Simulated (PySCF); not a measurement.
# cis-Hf(PH3)2Cl4: geometry, NMR shifts and electronic excitations

Aim: predict the NMR shifts and electronic excitations of cis-Hf(PH3)2Cl4 (`[PH3]->[Hf](<-[PH3])([Cl])([Cl])([Cl])[Cl]`).

The runs use PySCF 2.14.0, with density-fitted response routines of our own; the level of theory stands in each step. All values are computed, except where a source is named. Atoms count from 0, in the outputs and in this text.

## 1. The starting structure

13 atoms, charge 0, multiplicity 1; geometry from: GFN2-xTB. The atoms were then displaced at random by about 0.03 Å, so the start is not that level's minimum.

Bonds of the start (Å): Hf0–P1 2.80, Hf0–Cl5 2.33, Hf0–P6 2.78, Hf0–Cl10 2.37, Hf0–Cl11 2.44, Hf0–Cl12 2.17, P1–H2 1.43, P1–H3 1.43, P1–H4 1.38, P6–H7 1.39, P6–H8 1.37, P6–H9 1.34.

## 2. Geometry optimisation at PBE0-D3(BJ)/def2-SVP

What the job is given:

```
{"job": {"xc": "PBE0", "basis": "def2-SVP", "d3": "d3bj", "grid": 1, "maxiter": 40, "shake": 0.03, "kind": "geom"}, "charge": 0, "multiplicity": 1}
Hf    -0.526460    -0.237570    -0.967690
P     -1.431610    -0.446870     1.669140
H     -2.791250    -0.013690     1.681580
H     -0.911340     0.410550     2.690540
H     -1.641860    -1.547630     2.469120
Cl     0.335370     0.399060    -3.032230
P      2.126050     0.427020    -0.461520
H      3.059710     0.534340     0.563780
H      2.461420     1.658560    -0.965370
H      2.918750    -0.333800    -1.237130
Cl    -2.813210    -0.613080    -1.443800
Cl    -0.875860     2.019800    -0.118090
Cl     0.120920    -2.308810    -0.826120
```

The run is started by

```sh
OMP_NUM_THREADS=1 python probes_run.py task.json out
```

One launch serves the whole session: the jobs run in the order shown.

What it wrote:

```text
step   0  E = -2573.76814248  max force = 0.081992
step   1  E = -2573.78587074  max force = 0.038054
step   2  E = -2573.79460263  max force = 0.015329
step   3  E = -2573.79435921  max force = 0.011746
step   4  E = -2573.79753576  max force = 0.006118
step   5  E = -2573.79824729  max force = 0.002931
step   6  E = -2573.79856881  max force = 0.003215
step   7  E = -2573.79917735  max force = 0.003069
step   8  E = -2573.79949901  max force = 0.001474
step   9  E = -2573.79947564  max force = 0.001590
step  10  E = -2573.79950348  max force = 0.001884
step  11  E = -2573.79957564  max force = 0.002931
step  12  E = -2573.79964767  max force = 0.002071
step  13  E = -2573.79977247  max force = 0.001171
step  14  E = -2573.79976564  max force = 0.002166
step  15  E = -2573.79983875  max force = 0.002625
step  16  E = -2573.79992232  max force = 0.002097
step  17  E = -2573.79993881  max force = 0.001066
step  18  E = -2573.79994062  max force = 0.000587
step  19  E = -2573.79994083  max force = 0.000498
step  20  E = -2573.79994021  max force = 0.000454
step  21  E = -2573.79993957  max force = 0.000433
optimisation converged
```

Run time: 9.9 min. Hardware: 1 thread of Intel Xeon at 2.70GHz, shared host; peak memory 0.8 GiB.

Along the way: (the energy doesn't fall at every step)

```csv
step,energy from step 0 (eV),largest force component (eV/Å)
0,0.0000,4.2162
1,-0.4824,1.9568
2,-0.7200,0.7882
3,-0.7134,0.6040
4,-0.7998,0.3146
5,-0.8192,0.1507
6,-0.8279,0.1653
7,-0.8445,0.1578
8,-0.8533,0.0758
9,-0.8526,0.0818
10,-0.8534,0.0969
11,-0.8553,0.1507
12,-0.8573,0.1065
13,-0.8607,0.0602
14,-0.8605,0.1114
15,-0.8625,0.1350
16,-0.8648,0.1078
17,-0.8652,0.0548
18,-0.8653,0.0302
19,-0.8653,0.0256
20,-0.8653,0.0233
21,-0.8652,0.0223
```

Close pairs (by a distance rule), those that changed most:

```csv
bond,before (Å),after (Å),change (Å)
Hf0–Cl12,2.175,2.406,+0.231
P6–H9,1.345,1.417,+0.072
Hf0–P6,2.781,2.839,+0.058
Hf0–P1,2.796,2.842,+0.046
P6–H8,1.372,1.417,+0.045
P1–H4,1.377,1.417,+0.040
Hf0–Cl5,2.326,2.358,+0.032
P6–H7,1.391,1.419,+0.029
```

The end geometry stands in the next job.

```csv
at the end point,value
point group (found at 0.08 Å tolerance),C1
"rotational constants (GHz, main isotopes)","0.613, 0.557, 0.513"
dipole moment (D),6.14
```

## 3. Shielding tensors: PBE0/def2-TZVP+pcSseg-1

What the job is given:

```
{"job": {"kind": "nmr", "xc": "PBE0", "basis": {"default": "pcSseg-1", "Hf": "def2-TZVP"}}, "charge": 0, "multiplicity": 1}
Hf    -0.813566     0.177415    -1.068520
P     -1.181263    -0.572747     1.647464
H     -2.190644     0.114092     2.365913
H     -0.118639    -0.415225     2.574597
H     -1.540145    -1.907724     1.960502
Cl    -0.156646     0.854792    -3.229855
P      1.978245     0.372136    -0.593285
H      2.500605     0.118768     0.702003
H      2.607702     1.618407    -0.833889
H      2.838791    -0.474914    -1.334593
Cl    -3.160477    -0.087612    -1.161007
Cl    -0.620714     2.273679     0.110537
Cl    -0.112618    -2.123187    -1.117656
```

With the program's defaults for keys left out, this is: GIAO PBE0/pcSseg-1 Hf:def2-TZVP NMR shielding, scalar relativity only through core potentials, gas phase.

What it wrote:

```text
coarse grid: 61760 points
cycle   1  E = -2574.3297328892  dE = -1.847e+01  |g| = 6.742e-01  |ddm| = 6.185e+00
cycle   2  E = -2574.2737910485  dE =  5.594e-02  |g| = 7.918e-01  |ddm| = 2.221e+00
cycle   3  E = -2574.4637538405  dE = -1.900e-01  |g| = 2.096e-01  |ddm| = 1.232e+00
cycle   4  E = -2574.4753836315  dE = -1.163e-02  |g| = 5.590e-02  |ddm| = 2.819e-01
cycle   5  E = -2574.4760557674  dE = -6.721e-04  |g| = 6.163e-03  |ddm| = 5.239e-02
cycle   6  E = -2574.4760645739  dE = -8.807e-06  |g| = 3.103e-03  |ddm| = 1.156e-02
final grid: 118448 points
cycle   7  E = -2574.4759885920  dE =  9.741e-07  |g| = 3.687e-03  |ddm| = 7.844e-03
cycle   8  E = -2574.4759859148  dE =  2.677e-06  |g| = 4.834e-03  |ddm| = 9.749e-03
cycle   9  E = -2574.4759920210  dE = -6.106e-06  |g| = 7.589e-04  |ddm| = 5.807e-03
cycle  10  E = -2574.4759921856  dE = -1.646e-07  |g| = 6.345e-05  |ddm| = 8.588e-04
cycle  11  E = -2574.4759921867  dE = -1.068e-09  |g| = 9.732e-06  |ddm| = 7.343e-05
cycle  12  E = -2574.4759921867  dE = -1.819e-11  |g| = 2.553e-06  |ddm| = 1.353e-05
converged SCF energy = -2574.4759921867

GIAO shielding tensors (ppm)
atom      isotropic    diamagn.    paramagn.     s11        s22        s33       span
  0 Hf         nan         nan         nan        nan        nan        nan        nan
  1 P      510.432     967.820    -457.388    484.467    516.535    530.294     45.827
  2 H       27.781      28.543      -0.761     24.074     24.814     34.456     10.383
  3 H       27.978      29.460      -1.482     24.296     25.552     34.087      9.791
  4 H       27.847      28.643      -0.796     23.696     24.990     34.856     11.160
  5 Cl     440.064    1148.747    -708.684    184.083    221.652    914.456    730.373
  6 P      509.416     967.813    -458.397    479.875    523.023    525.350     45.475
  7 H       27.954      29.471      -1.517     24.272     25.540     34.052      9.780
  8 H       27.811      28.641      -0.829     23.904     24.908     34.622     10.718
  9 H       27.826      28.667      -0.840     23.832     24.985     34.662     10.830
 10 Cl     440.608    1148.733    -708.126    180.340    220.902    920.581    740.240
 11 Cl     579.833    1149.836    -570.003    419.289    511.521    808.689    389.400
 12 Cl     562.944    1149.763    -586.819    391.592    490.170    807.070    415.478
```

It took 82 s on 1 thread of Intel Xeon at 2.70GHz, shared host; peak memory 1.3 GiB.

The references, computed at this level on geometries of the same kind, shield at (ppm): 1H TMS 31.27, 31P H3PO4 310.1, 35Cl HCl 943. Their shielding less the atom's gives the shift. The references are single molecules in the gas phase, so shifts against H2O, NH3, PH3, H3PO4 or CFCl3 are not on the usual liquid scales and can be off by tens of ppm. Atoms listed in one row are averaged.

```csv
atoms,environment,σ (ppm),δ (ppm)
"H2, H3, H4, H7, H8, H9",hydrogen on a phosphorus bonded to Hf,27.87,3.40
"P1, P6","phosphorus bonded to Hf, 3 H",509.9,-199.8
"Cl5, Cl10",chlorine bonded to Hf,440,503
"Cl11, Cl12",chlorine bonded to Hf,571,372
```

Atoms past Kr carry core potentials, so their printed shieldings have no meaning and are left out of the table.

Charges from the same density, by scheme (e):

```csv
atoms,Mulliken,ESP fit
Hf0,0.78,0.58
"P1, P6",-0.07,0.03
"Cl5, Cl10",-0.30,-0.22
"Cl11, Cl12",-0.34,-0.30
```

Mayer bond orders: Hf0–P1 0.44, Hf0–Cl5 1.12, Hf0–P6 0.45, Hf0–Cl10 1.12, Hf0–Cl11 1.01, Hf0–Cl12 1.03.

With diffuse functions Mulliken charges and Mayer bond orders lose their meaning; the other schemes are steadier.

The fields below are evaluated on a grid from the run's orbitals.

Frontier orbitals at PBE0/def2-TZVP+pcSseg-1, with the share of their density that lies nearest to each atom:

```csv
orbital,energy (eV),lies on
HOMO,-8.32,"Cl11, Cl12 about 27 % each; P6 20 %; Cl5 7 %"
LUMO,-2.17,"Hf0 54 %; Cl5, Cl10 about 9 % each; P1, P6 about 6 % each"
```

ELF in a plane through or near 7 of the atoms.

Ten even steps from ' ' (0.00) to '@' (1.00):
```
                                                        
                ......          ........                
            ..--++++++==..    ::++++**++--..            
          ..==##%%%%%%##==    ++%%%%%%%%##==..          
          --##%%--++++%%**....##%%--==--%%##--          
          --##%%..%%--%%++    ++%%--##::%%##--          
          --**%%%%##%%**--####::++%%%%%%%%**::          
            ..--==++--..##::::##..::==--::..            
                ..::....##%%%%**....::..                
            ..--**@@@@##::......##@@@@**==::..          
          ..==--..--**@@##....##@@**----==++--..        
          ..==--++**::##**....**##::##**--++::..        
          ..::==++%%@@%%==    --%%@@%%++==::..          
            ..==@@@@@@@@##    **@@@@@@@@==..            
              --@@@@@@@@**    ++@@@@@@@@--              
              ..**@@@@%%::    ..##@@%%++..              
                                                        
                                                        
                                                        
                                                        
```
The map spans 11.3 Å across and 10.8 Å up, centred on the molecule. Atoms in the plane (x, y in Å): Hf0 (0.0, 1.4), P1 (2.0, -0.7), H3 (1.6, -2.0), Cl5 (-1.9, 2.8), P6 (-2.0, -0.7), H7 (-1.6, -2.0), Cl10 (1.9, 2.8).

On the surface of density 0.002 e/bohr³ the electrostatic potential runs, from the 1st to the 99th percentile, from -0.83 V near Cl12 to 1.58 V near H3.

## 4. Ultraviolet spectrum: CAM-B3LYP/def2-SVPD

Same as in step 3 but for these lines:

```diff
@@ -1,2 +1,2 @@
-{"job": {"kind": "nmr", "xc": "PBE0", "basis": {"default": "pcSseg-1", "Hf": "def2-TZVP"}}, "charge": 0, "multiplicity": 1}
+{"job": {"kind": "uv", "xc": "CAM-B3LYP", "basis": "def2-SVPD", "ip": true, "nstates": 10}, "charge": 0, "multiplicity": 1}
 Hf    -0.813566     0.177415    -1.068520
```

Level: TDDFT CAM-B3LYP/def2-SVPD, vertical, gas phase, core orbitals frozen in the response.

What it wrote:

```text
coarse grid: 61760 points
cycle   1  E = -2574.5052961096  dE = -1.269e+01  |g| = 7.504e-01  |ddm| = 8.953e+00
cycle   2  E = -2574.5283330719  dE = -2.304e-02  |g| = 7.209e-01  |ddm| = 2.348e+00
cycle   3  E = -2574.6934157443  dE = -1.651e-01  |g| = 1.428e-01  |ddm| = 1.105e+00
cycle   4  E = -2574.6988598604  dE = -5.444e-03  |g| = 4.372e-02  |ddm| = 2.603e-01
cycle   5  E = -2574.6993829640  dE = -5.231e-04  |g| = 6.522e-03  |ddm| = 7.160e-02
cycle   6  E = -2574.6993987631  dE = -1.580e-05  |g| = 2.140e-03  |ddm| = 1.395e-02
cycle   7  E = -2574.6994004293  dE = -1.666e-06  |g| = 7.272e-04  |ddm| = 4.919e-03
final grid: 118448 points
cycle   8  E = -2574.6991960016  dE = -1.981e-07  |g| = 6.349e-04  |ddm| = 3.674e-03
cycle   9  E = -2574.6991960212  dE = -1.955e-08  |g| = 5.995e-04  |ddm| = 1.740e-03
cycle  10  E = -2574.6991961175  dE = -9.631e-08  |g| = 8.098e-05  |ddm| = 8.311e-04
cycle  11  E = -2574.6991961197  dE = -2.213e-09  |g| = 2.879e-05  |ddm| = 1.370e-04
cycle  12  E = -2574.6991961202  dE = -4.957e-10  |g| = 8.080e-06  |ddm| = 8.448e-05
converged SCF energy = -2574.6991961202

Static polarisability (au): isotropic 154.376, principal 146.091 152.723 164.314

Singlet excitations
state   eV       nm        f      main configurations
  1   5.2064    238.1   0.00975   H->L 0.96
  2   5.2530    236.0   0.03282   H-1->L 0.97
  3   5.5013    225.4   0.00019   H->L+1 0.87, H-1->L+1 0.09
  4   5.5741    222.4   0.00005   H-2->L 0.93
  5   5.6568    219.2   0.00387   H-3->L 0.46, H-1->L+1 0.43
  6   5.6966    217.6   0.01154   H-3->L 0.48, H-1->L+1 0.31, H->L+2 0.10
  7   5.8843    210.7   0.00560   H-4->L 0.63, H-3->L+1 0.29
  8   5.9134    209.7   0.00112   H-1->L+2 0.75, H->L+2 0.21
  9   6.0603    204.6   0.03905   H->L+2 0.42, H-4->L+1 0.33, H-1->L+2 0.15
 10   6.1808    200.6   0.01755   H-3->L+1 0.59, H-2->L+2 0.17, H-4->L 0.16

Triplet excitations (Tamm-Dancoff, eV): 4.9034 4.9386 5.3613 5.3862
Vertical ionisation energy (delta-SCF) = 10.1884 eV
Vertical electron affinity (delta-SCF) = 0.8606 eV
```

Wall time 12 min (1 thread of Intel Xeon at 2.70GHz, shared host); peak memory 1.7 GiB.

The orbitals next to the gap, with their largest atomic shares:

```csv
orbital,eV,atoms
HOMO−3,-10.17,"Cl11 27 %, Cl12 26 %, Cl10 24 %"
HOMO−2,-10.09,"Cl5 28 %, Cl12 25 %, Cl10 22 %"
HOMO−1,-9.64,"P1 24 %, Cl11 23 %, Cl12 22 %"
HOMO,-9.59,"Cl12 26 %, Cl11 25 %, P6 23 %"
LUMO,-1.18,"Hf0 57 %, Cl10 10 %, Cl5 10 %"
LUMO+1,-0.70,"Hf0 63 %, Cl11 10 %, Cl12 10 %"
LUMO+2,-0.37,"Hf0 65 %, Cl11 10 %, Cl12 10 %"
```

With each of the 10 states as a Gaussian band of 0.4 eV half-width at 1/e, the curve within the window shown has maxima at 231 nm (ε 2,000), 206 nm (ε 2,800) L/(mol cm). Beyond the last state computed it falls off for lack of states. The curve at chosen wavelengths:

```tsv
nm	ε (L/mol/cm)
191	972
194	1478
197	1995
200	2425
203	2691
206	2767
209	2685
213	2441
216	2250
219	2107
222	2032
225	2016
228	2030
231	2038
234	2010
237	1926
240	1783
243	1589
246	1363
250	1047
253	825
256	628
259	463
262	331
265	231
268	156
```

Leading natural transition orbitals of singlet state 9: the hole lies on Cl11, Cl12 about 25 % each; P1 17 %; P6 8 %; the particle on Hf0 68 %; Cl11, Cl12 about 10 % each; Cl5 6 %.

Leading natural transition orbitals of singlet state 1: the hole lies on Cl11, Cl12 about 25 % each; P6 25 %; the particle on Hf0 62 %; Cl5, Cl10 about 9 % each.

Ground-state properties from the same run:

```csv
property,computed
dipole moment (D),5.95
polarisability (Å³),22.88
HOMO–LUMO gap (eV),8.41
−ε(HOMO) (eV),9.59
```

## 5. Shielding tensors: B3LYP/def2-TZVP+pcSseg-1

Same as in step 4 but for these lines:

```diff
@@ -1,2 +1,2 @@
-{"job": {"kind": "uv", "xc": "CAM-B3LYP", "basis": "def2-SVPD", "ip": true, "nstates": 10}, "charge": 0, "multiplicity": 1}
+{"job": {"kind": "nmr", "xc": "B3LYP", "basis": {"default": "pcSseg-1", "Hf": "def2-TZVP"}, "pop": false}, "charge": 0, "multiplicity": 1}
 Hf    -0.813566     0.177415    -1.068520
```

With the program's defaults for keys left out, this is: GIAO B3LYP/pcSseg-1 Hf:def2-TZVP NMR shielding, scalar relativity only through core potentials, gas phase.

What it wrote:

```text
coarse grid: 61760 points
cycle   1  E = -2575.3171035761  dE = -1.844e+01  |g| = 7.109e-01  |ddm| = 6.161e+00
cycle   2  E = -2575.2157585229  dE =  1.013e-01  |g| = 9.054e-01  |ddm| = 2.431e+00
cycle   3  E = -2575.4693296170  dE = -2.536e-01  |g| = 2.260e-01  |ddm| = 1.406e+00
cycle   4  E = -2575.4829894664  dE = -1.366e-02  |g| = 4.727e-02  |ddm| = 2.844e-01
cycle   5  E = -2575.4834497632  dE = -4.603e-04  |g| = 7.603e-03  |ddm| = 4.591e-02
cycle   6  E = -2575.4834626713  dE = -1.291e-05  |g| = 3.476e-03  |ddm| = 1.273e-02
cycle   7  E = -2575.4834656849  dE = -3.014e-06  |g| = 9.042e-04  |ddm| = 4.628e-03
final grid: 118448 points
cycle   8  E = -2575.4833864543  dE =  1.453e-08  |g| = 1.309e-03  |ddm| = 3.990e-03
cycle   9  E = -2575.4833854184  dE =  1.036e-06  |g| = 2.306e-03  |ddm| = 3.849e-03
cycle  10  E = -2575.4833868956  dE = -1.477e-06  |g| = 3.315e-04  |ddm| = 2.595e-03
cycle  11  E = -2575.4833869265  dE = -3.094e-08  |g| = 2.439e-05  |ddm| = 3.925e-04
cycle  12  E = -2575.4833869267  dE = -1.551e-10  |g| = 4.641e-06  |ddm| = 2.996e-05
converged SCF energy = -2575.4833869267

GIAO shielding tensors (ppm)
atom      isotropic    diamagn.    paramagn.     s11        s22        s33       span
  0 Hf         nan         nan         nan        nan        nan        nan        nan
  1 P      487.924     967.893    -479.969    460.578    493.967    509.226     48.648
  2 H       27.976      28.871      -0.896     24.449     25.133     34.345      9.896
  3 H       28.186      29.987      -1.801     24.689     25.846     34.022      9.332
  4 H       28.039      29.011      -0.972     24.078     25.301     34.739     10.661
  5 Cl     414.560    1149.201    -734.640    148.085    190.653    904.942    756.858
  6 P      486.873     967.888    -481.014    456.079    499.311    505.230     49.150
  7 H       28.166      30.004      -1.839     24.669     25.836     33.992      9.323
  8 H       28.003      28.990      -0.987     24.275     25.226     34.509     10.233
  9 H       28.020      29.019      -0.999     24.208     25.304     34.548     10.340
 10 Cl     414.777    1149.185    -734.407    143.715    189.693    910.925    767.210
 11 Cl     560.498    1150.429    -589.931    394.295    483.301    803.897    409.601
 12 Cl     542.830    1150.352    -607.522    365.254    461.149    802.085    436.831
```

It took 57 s on 1 thread of Intel Xeon at 2.70GHz, shared host; peak memory 1.2 GiB.

This run: δ P1 -190.0, Cl5 516, Cl11 379, H2 3.32 ppm (means over like atoms).

## 6. Side by side: NMR shifts

Shifts (ppm), means over like atoms, with basis size and wall time:

```csv
run,H2,P1,Cl5,Cl11,functions,time
PBE0/def2-TZVP+pcSseg-1,3.40,-199.8,503,372,214,82 s
B3LYP/def2-TZVP+pcSseg-1,3.32,-190.0,516,379,214,57 s
```

## 7. Results

| quantity | value |
| --- | --- |
| point group | C1 |
| rotational constants (main isotopes) | 0.61, 0.56, 0.51 GHz |
| 1H shifts against TMS (PBE0/def2-TZVP+pcSseg-1, means over atoms taken as alike) | 3.40 ppm |
| 31P shifts against H3PO4 (PBE0/def2-TZVP+pcSseg-1, means over atoms taken as alike) | -199.8 ppm |
| 35Cl shifts against HCl (PBE0/def2-TZVP+pcSseg-1, means over atoms taken as alike) | 503, 372 ppm |
| surface potential, 1st and 99th percentile | -0.83 V and 1.58 V |
| lowest singlet (CAM-B3LYP/def2-SVPD) | 5.21 eV (238 nm), f = 0.010 |
| brightest single state of those computed | state 9, 6.06 eV, f = 0.039 |
| lowest triplet | 4.90 eV |
| vertical ionisation energy (ΔSCF) | 10.19 eV |
| vertical electron affinity (ΔSCF) | 0.86 eV |
| range of the shift of Cl5 | 503 to 516 ppm |

**Reading.** The start was shaken at random, so part of the energy gained undoes that. Over 21 steps the energy fell by 0.865 eV; of the close pairs, Hf0–Cl12 changed most, 2.175 to 2.406 Å. At PBE0/def2-TZVP+pcSseg-1: The widest tensor belongs to Cl5, Cl10: span 735 ppm, with a paramagnetic part of -708 ppm. At PBE0/def2-TZVP+pcSseg-1, counted by nearest atom on the grid, the HOMO lies on Cl11, Cl12 about 27 % each; P6 20 %, the LUMO on Hf0 54 %; Cl5, Cl10 about 9 % each. The first singlet state (HOMO→LUMO 0.96) lies at 5.21 eV and is weak; of the 10 states computed, the strongest absorption comes from state 9 at 6.06 eV. The lowest triplet lies 0.30 eV below the lowest singlet (triplets in Tamm-Dancoff, singlets in full TDDFT). Spin-orbit coupling, left out, mixes singlets and triplets in elements this heavy. The orbital energy would give 9.59 eV for ionisation, ΔSCF gives 10.19 eV. Across the 2 runs the shift of Cl5 (with its like atoms) moves most, between 503 (PBE0/def2-TZVP+pcSseg-1) and 516 ppm (B3LYP/def2-TZVP+pcSseg-1). Spin-orbit coupling is left out, which matters for shieldings and couplings at and beside the heavy atoms.
